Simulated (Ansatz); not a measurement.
# Molecular dynamics of Li

Input:

```yaml
crystal:
  lattice:
    - [7.094447, 0.0, 0.0]
    - [0.0, 7.094447, 0.0]
    - [0.0, 0.0, 7.094447]
  atoms:
    - { symbol: Li, position: [0.0, 0.0, 0.0] }
    - { symbol: Li, position: [0.5, 0.0, 0.0] }
    - { symbol: Li, position: [0.0, 0.5, 0.0] }
    - { symbol: Li, position: [0.0, 0.0, 0.5] }
    - { symbol: Li, position: [0.25, 0.25, 0.25] }
    - { symbol: Li, position: [0.5, 0.5, 0.0] }
    - { symbol: Li, position: [0.5, 0.0, 0.5] }
    - { symbol: Li, position: [0.75, 0.25, 0.25] }
    - { symbol: Li, position: [0.0, 0.5, 0.5] }
    - { symbol: Li, position: [0.25, 0.75, 0.25] }
    - { symbol: Li, position: [0.25, 0.25, 0.75] }
    - { symbol: Li, position: [0.5, 0.5, 0.5] }
    - { symbol: Li, position: [0.75, 0.75, 0.25] }
    - { symbol: Li, position: [0.75, 0.25, 0.75] }
    - { symbol: Li, position: [0.25, 0.75, 0.75] }
    - { symbol: Li, position: [0.75, 0.75, 0.75] }
basis:
  ecutwfc: 420.0
kpoints:
  mp_grid: { grid: [2, 2, 2] }
hamiltonian:
  xc: pbe
scf:
  occupations: { method: fermi_dirac, width: 0.1 }
  lower_state_search: "off"
md:
  timestep: 1.5
  n_steps: 180
  ensemble: nvt_langevin
  temperature: 900.0
  initial_velocities: maxwell_boltzmann
  seed: 227151
  friction: 0.02
```

Run as:

```bash
$ ansatz run input.yaml --threads 1 --pin off --max-ram 3072MiB --backend cpu --events-out ev --progress --plain --runs-dir out
```

It starts from a structure without forces on its atoms.

Output, in part (step lines):

```
md step     0: t =     0.00 fs  T =   843.7 K  F+E_penalty+E_count = -3274.67002518 eV  E_kin = 1.745010 eV  (6 SCF iters)
md step     1: t =     1.50 fs  T =   882.1 K  F+E_penalty+E_count = -3274.66362252 eV  E_kin = 1.824277 eV  (7 SCF iters)
md step     2: t =     3.00 fs  T =   795.2 K  F+E_penalty+E_count = -3274.64443280 eV  E_kin = 1.644620 eV  (7 SCF iters)
md step     3: t =     4.50 fs  T =   853.0 K  F+E_penalty+E_count = -3274.61271972 eV  E_kin = 1.764207 eV  (7 SCF iters)
md step     4: t =     6.00 fs  T =   771.9 K  F+E_penalty+E_count = -3274.56909944 eV  E_kin = 1.596458 eV  (6 SCF iters)
md step     5: t =     7.50 fs  T =   895.0 K  F+E_penalty+E_count = -3274.51385986 eV  E_kin = 1.850948 eV  (5 SCF iters)
md step     6: t =     9.00 fs  T =   867.6 K  F+E_penalty+E_count = -3274.44649722 eV  E_kin = 1.794343 eV  (5 SCF iters)
md step     7: t =    10.50 fs  T =   892.3 K  F+E_penalty+E_count = -3274.36783127 eV  E_kin = 1.845432 eV  (5 SCF iters)
[... lines left out ...]
md step   179: t =   268.50 fs  T =   860.8 K  F+E_penalty+E_count = -3272.18024330 eV  E_kin = 1.780307 eV  (5 SCF iters)
md step   180: t =   270.00 fs  T =   912.2 K  F+E_penalty+E_count = -3272.14861815 eV  E_kin = 1.886526 eV  (6 SCF iters)
```

The steps, from the saved trajectory:

| time (fs) | T (K) | potential energy less start (eV) |
| --- | --- | --- |
| 0.0 | 844 | 0.000 |
| 9.0 | 868 | 0.224 |
| 18.0 | 542 | 0.731 |
| 27.0 | 662 | 1.065 |
| 36.0 | 832 | 1.166 |
| 45.0 | 774 | 1.438 |
| 54.0 | 597 | 1.658 |
| 63.0 | 632 | 1.600 |
| 72.0 | 870 | 1.404 |
| 81.0 | 894 | 1.355 |
| 90.0 | 1094 | 1.591 |
| 99.0 | 1235 | 1.876 |
| 108.0 | 990 | 2.179 |
| 117.0 | 613 | 2.457 |
| 126.0 | 813 | 2.397 |
| 135.0 | 867 | 2.160 |
| 144.0 | 942 | 2.158 |
| 153.0 | 1281 | 1.915 |
| 162.0 | 1279 | 1.801 |
| 171.0 | 1054 | 2.105 |
| 180.0 | 995 | 2.386 |
| 189.0 | 734 | 2.469 |
| 198.0 | 780 | 2.644 |
| 207.0 | 842 | 2.590 |
| 216.0 | 1175 | 2.335 |
| 225.0 | 1230 | 2.008 |
| 234.0 | 1115 | 1.863 |
| 243.0 | 906 | 1.706 |
| 252.0 | 893 | 1.834 |
| 261.0 | 981 | 2.233 |
| 270.0 | 912 | 2.521 |

The run went to its last step. The mean temperature of the second half is 10 % above the set value. A run of 0.27 ps of so small a system gives no equilibrium averages. Limits of this set-up: coarse k mesh.

Mean squared displacements from the first frame to the last, about the centre of mass: Li 0.54 Å².

Last frame:

```xyz
16
Lattice="7.0944 0.0000 0.0000 0.0000 7.0944 0.0000 0.0000 0.0000 7.0944" Properties=species:S:1:pos:R:3
Li -0.629 0.115 1.138
Li 2.613 0.165 0.478
Li 0.332 4.005 1.240
Li 0.054 0.408 4.158
Li 1.858 2.199 2.026
Li 3.569 3.790 -0.518
Li 3.561 0.564 4.721
Li 5.050 2.032 2.152
Li -0.089 4.126 4.214
Li 1.997 5.405 3.151
Li 1.075 1.265 6.197
Li 2.590 2.783 4.290
Li 4.558 5.164 2.380
Li 5.544 1.871 6.652
Li 1.089 5.602 6.274
Li 4.672 5.623 5.748
```

Run time: 10 min on 1 thread of Arm Neoverse V1, with other jobs on the host, peak memory 0.55 GiB.
